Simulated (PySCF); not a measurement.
# CH4F2Si (SMILES C[SiH](F)F) at BLYP/cc-pVDZ

What is the energy change on altering one bond length of CH4F2Si at BLYP/cc-pVDZ? Input form: a Python script.

The results are computed with PySCF 2.14.0.

2 further runs of the same task are left out: 2 set aside as unsound or not needed.

### Step 1. The system as given

CH4F2Si has 8 atoms, charge 0, and is taken as a singlet. As SMILES, `C[SiH](F)F`. The shape is that of a PBE0-D4/def2-TZVP optimisation.

Bond lengths: C1–Si2 1.840 Å, Si2–F3 1.591 Å, Si2–F4 1.591 Å, C1–H5 1.092 Å, C1–H6 1.093 Å, C1–H7 1.093 Å, Si2–H8 1.477 Å. Some angles: C1–Si2–F3 109.8°, C1–Si2–F4 109.8°, F3–Si2–F4 106.8°, C1–Si2–H8 114.8°, F3–Si2–H8 107.6°, F4–Si2–H8 107.6°, Si2–C1–H5 110.7°, Si2–C1–H6 110.6°, Si2–C1–H7 110.6°, H5–C1–H6 108.3°.

### Step 2. The energy at BLYP/cc-pVDZ

calc.py reads:

```python
from pyscf import gto, dft

system = gto.M(
    atom='''
C     -0.387100     0.881700    -0.174700
Si     0.329300    -0.775200     0.180600
F      1.916300    -0.678300     0.226700
F     -0.035400    -1.783900    -0.994000
H     -0.013400     1.269000    -1.125400
H     -0.122700     1.591000     0.613300
H     -1.476800     0.824400    -0.231400
H     -0.118100    -1.385700     1.449000
''',
    max_memory=1860,
    basis='cc-pvdz',
    verbose=3,
)

ks = dft.RKS(system)
ks.xc = 'blyp'
ks.grids.level = 5
ks.conv_tol = 1e-10
ks.kernel()
if not ks.converged:
    ks = ks.newton().run(ks.mo_coeff, ks.mo_occ)

energy = ks.e_tot
print('E(%s) = %.9f' % ('BLYP', energy))
```

On the command line:

```sh
$ OMP_NUM_THREADS=1 python calc.py
```

Output:

```text
converged SCF energy = -529.75750710393
E(BLYP) = -529.757507104
```

Wall time 18 s (1 thread of Intel Xeon at 2.70GHz, shared host); peak memory 0.4 GiB.

### Step 3. The distorted shape, same level

input.py reads:

```python
from pyscf import gto, dft

mol = gto.Mole()
mol.atom = '''
C     -1.137643     2.605477    -0.531557
Si     0.622287    -1.464916     0.341285
F      3.621282    -1.281801     0.428401
F     -0.066896    -3.371082    -1.878388
H     -0.431453     3.337368    -2.328120
H     -0.638000     3.945860     0.957547
H     -3.196878     2.497196    -0.638705
H     -0.223177    -2.618593     2.738213
'''
mol.max_memory = 1860
mol.verbose = 3
mol.unit = 'bohr'
mol.basis = 'cc-pvdz'
mol.build()

mf = dft.RKS(mol)
mf.xc = 'blyp'
mf.conv_tol = 1e-10
mf.grids.level = 5
mf.kernel()
if not mf.converged:
    mf = mf.newton().run(mf.mo_coeff, mf.mo_occ)

energy = mf.e_tot
print('Final energy', energy)
```

On the command line:

```sh
$ OMP_NUM_THREADS=1 python input.py
```

Output:

```text
converged SCF energy = -529.71503057897
Final energy -529.7150305789695
```

Run time: 16 s. Hardware: 1 thread of Intel Xeon at 2.70GHz, shared host; peak memory 0.4 GiB.

### Step 4. Summary of results

At BLYP/cc-pVDZ:

| quantity | value |
| --- | --- |
| first shape: total energy | -529.75751 Eh |
| first shape: dipole moment | 2.01 D |
| first shape: HOMO energy | -7.59 eV |
| first shape: LUMO energy | 0.82 eV |
| first shape: HOMO–LUMO gap | 8.41 eV |
| distorted shape: total energy | -529.71503 Eh |
| distorted shape: dipole moment | 1.41 D |
| distorted shape: HOMO energy | -6.76 eV |
| distorted shape: LUMO energy | -0.79 eV |
| distorted shape: HOMO–LUMO gap | 5.96 eV |
| energy change with the C1–Si2 bond stretched from 1.840 to 2.392 Å | 1.156 eV |

With the C1–Si2 bond stretched from 1.840 to 2.392 Å the energy rises by 1.16 eV (112 kJ/mol). The first shape isn't relaxed at this level, so the change isn't measured from a minimum. Mulliken charges (first shape) run from -0.26 on F3 to +0.66 on Si2. Mulliken charges (distorted shape) run from -0.25 on F3 to +0.72 on Si2; they depend strongly on the basis.
